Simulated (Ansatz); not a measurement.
**CH3FIIn: small, medium and large basis sets**

How large a basis does CH3FIIn need? Two functionals are run in growing sets.

Method: one geometry, several basis sets; program: Ansatz 0.2.0, Gaussian basis.

The runs, in order: PBE0-D4/def2-SVP; ωB97M-V/def2-SVP; PBE0-D4/def2-QZVPP; ωB97M-V/def2-QZVPP; the functionals' def2-TZVPP values are taken from earlier runs.

## Step 1: Structure used throughout

An earlier PBE0-D4 in a triple-zeta def2 set relaxation fixed the geometry. In, I take the def2 core potential; no spin-orbit term is included.

SMILES `[F][InH][CH2]I`, 7 atoms, charge 0, spin multiplicity 1.

Atoms are counted from 1 here; the program's logs count them from 0.

Bond lengths: F1–In2 1.962 Å, In2–C3 2.136 Å, In2–H5 1.696 Å, C3–I4 2.157 Å, C3–H6 1.086 Å, C3–H7 1.086 Å. Angles: F1–In2–C3 107.7°, F1–In2–H5 113.9°, C3–In2–H5 138.3°, In2–C3–I4 101.1°, In2–C3–H6 113.4°, In2–C3–H7 117.1°, I4–C3–H6 106.4°, I4–C3–H7 106.2°, H6–C3–H7 111.3°.

## Step 2: PBE0-D4 in def2-SVP

The input, in.yaml:

```yaml
crystal:
  periodic: [false, false, false]
  atoms:
    - {symbol: F, position_ang: [-1.255653, -2.159029, 0.134869]}
    - {symbol: In, position_ang: [-1.136635, -0.200837, 0.167482]}
    - {symbol: C, position_ang: [0.933294, 0.323163, 0.226950]}
    - {symbol: I, position_ang: [1.317457, 0.736117, -1.854538]}
    - {symbol: H, position_ang: [-2.637571, 0.581154, 0.057199]}
    - {symbol: H, position_ang: [1.579767, -0.506282, 0.499161]}
    - {symbol: H, position_ang: [1.199340, 1.225704, 0.768876]}
basis:
  gaussian: {orbitals: def2-SVP}
hamiltonian: {xc: pbe0, dispersion: d4}
output: {orbitals: {seedname: orbitals}}
```

The run is started by

```bash
$ ansatz run in.yaml --threads 2 --pin off --events-out ev --progress --plain --max-ram 4352MiB
```

What it wrote:

```text
Functional definition: PBE0
  name "PBE0"
  cite "Adamo & Barone, J. Chem. Phys. 110, 6158 (1999) doi:10.1063/1.478522"
  cite "Perdew, Burke & Ernzerhof, Phys. Rev. Lett. 77, 3865 (1996) doi:10.1103/PhysRevLett.77.3865"
  parent pbe
  parameter a = 0.25
  parameter kappa = 0.804
  parameter beta = 0.06672455060314922
  exchange = (1 - a)*pbe_x(kappa = kappa, mu = beta*pi^2/3) + a*exact_x
  correlation = pbe_c(beta = beta)
1103 factors; integrals over basis functions are off by at most 1.0e-3 eV
mean field evaluation 1: about -17064.7118 eV, gradient 5.4e1 eV
mean field evaluation 2: about -17047.9594 eV, gradient 1.1e2 eV
mean field evaluation 4: about -17070.7395 eV, gradient 7.7e0 eV
mean field evaluation 8: about -17070.9764 eV, gradient 2.4e-1 eV
mean field evaluation 16: about -17070.9766 eV, gradient 3.9e-5 eV
mean field -17070.97661398 eV, -627.3468194404 hartree, gradient 3.9e-5 eV, S^2 0.000000; 0 other end points of the search recorded, 0 dependent functions left out
reference -17070.97664923 eV, -627.3468207358 hartree; 32, 32 occupied and 63, 63 virtual orbitals, 1103 factors
Total energy: -17071.11662247 eV, -627.3519646572 hartree
```

Wall time 2.6 s (2 threads of Arm Neoverse V1, shared host).

## Step 3: ωB97M-V in def2-SVP

in.yaml: that of step 2 with these lines changed.

```diff
@@ -12,3 +12,3 @@
   gaussian: {orbitals: def2-SVP}
-hamiltonian: {xc: pbe0, dispersion: d4}
+hamiltonian: {xc: {name: wB97M-V}}
 output: {orbitals: {seedname: orbitals}}
```

Launched as before.

What it wrote, shortened:

```text
Functional definition: wB97M-V
  name "wB97M-V"
  cite "Mardirossian & Head-Gordon, J. Chem. Phys. 144, 214110 (2016) doi:10.1063/1.4952647"
  cite "Becke, J. Chem. Phys. 107, 8554 (1997) doi:10.1063/1.475007"
  cite "Vydrov & Van Voorhis, J. Chem. Phys. 133, 244103 (2010) doi:10.1063/1.3521275"
  # Of w^i u^j: cxij and so on, Table III.
[...]
  gx(w, u) = 1 - cx + cx01*u + cx10*w
  gss(w, u) = css00 + css04*u^4 + css10*w + css20*w^2 + css43*w^4*u^3
  gos(w, u) = cos00 + cos10*w + (cos20 + cos21*u)*w^2 + (cos60 + cos61*u)*w^6
[...]
      + integral(e_c_pw_mod_opposite_spin*gos(b97_w_opposite, b97_u_opposite)) + vv10(b, c)
1103 factors; integrals over basis functions are off by at most 1.0e-3 eV
259 factors; integrals over basis functions are off by at most 6.0e-6 eV
[...]
mean field -17071.20635745 eV, -627.3552623570 hartree, gradient 2.7e-5 eV, S^2 0.000000; 0 other end points of the search recorded, 0 dependent functions left out
reference -17071.20641330 eV, -627.3552644096 hartree; 32, 32 occupied and 63, 63 virtual orbitals, 1103 factors
Total energy: -17071.20641330 eV, -627.3552644096 hartree
```

It took 11 s on 2 threads of Arm Neoverse V1, shared host.

## Step 4: PBE0-D4 in def2-QZVPP

in.yaml: that of step 3 with these lines changed.

```diff
@@ -11,4 +11,4 @@
 basis:
-  gaussian: {orbitals: def2-SVP}
-hamiltonian: {xc: {name: wB97M-V}}
+  gaussian: {orbitals: "def2-QZVPP.json"}
+hamiltonian: {xc: pbe0, dispersion: d4}
 output: {orbitals: {seedname: orbitals}}
```

Same command.

What it wrote:

```text
Functional definition: PBE0
  name "PBE0"
  cite "Adamo & Barone, J. Chem. Phys. 110, 6158 (1999) doi:10.1063/1.478522"
  cite "Perdew, Burke & Ernzerhof, Phys. Rev. Lett. 77, 3865 (1996) doi:10.1103/PhysRevLett.77.3865"
  parent pbe
  parameter a = 0.25
  parameter kappa = 0.804
  parameter beta = 0.06672455060314922
  exchange = (1 - a)*pbe_x(kappa = kappa, mu = beta*pi^2/3) + a*exact_x
  correlation = pbe_c(beta = beta)
1480 factors; their error is unknown
mean field evaluation 1: about -17067.3329 eV, gradient 6.8e1 eV
mean field evaluation 2: about -17043.9713 eV, gradient 1.3e2 eV
mean field evaluation 4: about -17076.2648 eV, gradient 1.1e1 eV
mean field evaluation 8: about -17076.5134 eV, gradient 3.2e-1 eV
mean field evaluation 16: about -17076.6037 eV, gradient 3.4e-4 eV
mean field -17076.60373353 eV, -627.5536122695 hartree, gradient 7.7e-5 eV, S^2 0.000000; 0 other end points of the search recorded, 0 dependent functions left out
reference -17076.60377277 eV, -627.5536137114 hartree; 32, 32 occupied and 336, 336 virtual orbitals, 1480 factors
Total energy: -17076.74374600 eV, -627.5587576328 hartree
```

Run time: 13 s. Hardware: 2 threads of Arm Neoverse V1, shared host; peak memory 1.1 GiB.

## Step 5: ωB97M-V in def2-QZVPP

in.yaml: that of step 4 with these lines changed.

```diff
@@ -12,3 +12,3 @@
   gaussian: {orbitals: "def2-QZVPP.json"}
-hamiltonian: {xc: pbe0, dispersion: d4}
+hamiltonian: {xc: {name: wB97M-V}}
 output: {orbitals: {seedname: orbitals}}
```

The command is unchanged.

What it wrote, shortened:

```text
Functional definition: wB97M-V
  name "wB97M-V"
  cite "Mardirossian & Head-Gordon, J. Chem. Phys. 144, 214110 (2016) doi:10.1063/1.4952647"
  cite "Becke, J. Chem. Phys. 107, 8554 (1997) doi:10.1063/1.475007"
  cite "Vydrov & Van Voorhis, J. Chem. Phys. 133, 244103 (2010) doi:10.1063/1.3521275"
  # Of w^i u^j: cxij and so on, Table III.
[...]
  gx(w, u) = 1 - cx + cx01*u + cx10*w
  gss(w, u) = css00 + css04*u^4 + css10*w + css20*w^2 + css43*w^4*u^3
  gos(w, u) = cos00 + cos10*w + (cos20 + cos21*u)*w^2 + (cos60 + cos61*u)*w^6
[...]
      + integral(e_c_pw_mod_opposite_spin*gos(b97_w_opposite, b97_u_opposite)) + vv10(b, c)
1412 factors; their error is unknown
325 factors; integrals over basis functions are off by at most 1.6e-5 eV
[...]
mean field -17077.00556064 eV, -627.5683791434 hartree, gradient 4.1e-5 eV, S^2 0.000000; 0 other end points of the search recorded, 0 dependent functions left out
reference -17077.00562434 eV, -627.5683814845 hartree; 32, 32 occupied and 336, 336 virtual orbitals, 1412 factors
Total energy: -17077.00562434 eV, -627.5683814845 hartree
```

It took 33 s on 2 threads of Arm Neoverse V1, shared host; peak memory 1.3 GiB.

## Step 6: Density functionals: the series

The def2-TZVPP values come from earlier runs at the same geometry.

| functional | basis | functions | energy (eV) | from the largest (eV) | HOMO (eV) | LUMO (eV) |
| --- | --- | --- | --- | --- | --- | --- |
| PBE0-D4 | def2-SVP | 95 | -17071.1166 | 5.627 | -7.34 | -1.66 |
| PBE0-D4 | def2-TZVPP | 204 | -17076.4276 | 0.316 | -7.40 | -1.80 |
| PBE0-D4 | def2-QZVPP | 368 | -17076.7437 | 0.000 | -7.41 | -1.83 |
| ωB97M-V | def2-SVP | 95 | -17071.2064 | 5.799 | -9.41 | 0.06 |
| ωB97M-V | def2-TZVPP | 204 | -17076.6965 | 0.309 | -9.49 | -0.19 |
| ωB97M-V | def2-QZVPP | 368 | -17077.0056 | 0.000 | -9.50 | -0.29 |

## Step 7: What came out

| quantity | value |
| --- | --- |
| PBE0-D4: double and triple zeta above quadruple | 5.63, 0.32 eV |
| ωB97M-V: double and triple zeta above quadruple | 5.80, 0.31 eV |

**Reading.** PBE0-D4 gains 5.31 eV from double to triple zeta, then 0.32 eV more. These are total energies; as a rule much of such shifts cancels in differences, which this series doesn't test.

For PBE0-D4 the largest set took about 5 times as long as the smallest (13 s against 2.6 s).
